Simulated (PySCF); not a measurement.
# H6O3Pm ([Pm(H2O)3]3+): the cost of one run

Computed with PySCF 2.14.0 and routines of our own; the level stands in each step. Atoms count from 0.

## (1) The system as given

10 atoms, charge 3, states of the metal's open shell are computed; geometry from: model geometry, bond lengths from ionic radii.

## (2) Ligand-field states: state-averaged CASSCF

What the job is given:

```
{"job": {"kind": "lf", "basis": {"metal": "x2c-TZVPall", "ligand": "x2c-SVPall"}, "nevpt": false}, "charge": 3, "metal": "Pm", "open_shell": "f4"}
Pm     0.000000     0.000000     0.000000
O      2.190000     0.000000     0.000000
H      2.765000     0.775000     0.000000
H      2.765000    -0.775000     0.000000
O     -1.095000     1.896596     0.000000
H     -2.053670     2.007060     0.000000
H     -0.711330     2.782060     0.000000
O     -1.095000    -1.896596     0.000000
H     -0.711330    -2.782060     0.000000
H     -2.053670    -2.007060     0.000000
```

Method: state-averaged CASSCF of the metal f shell, state-interaction spin-orbit coupling.

Launch:

```console
$ OMP_NUM_THREADS=1 python lf_run.py task.json out
```

The driver reads the jobs from task.json and runs them one after another.

Q: Estimate the wall time and peak memory of this first job on 1 thread of Intel Xeon Platinum 8375C at 2.90GHz, shared host.

About 24 s, with a peak of 0.48 GiB.
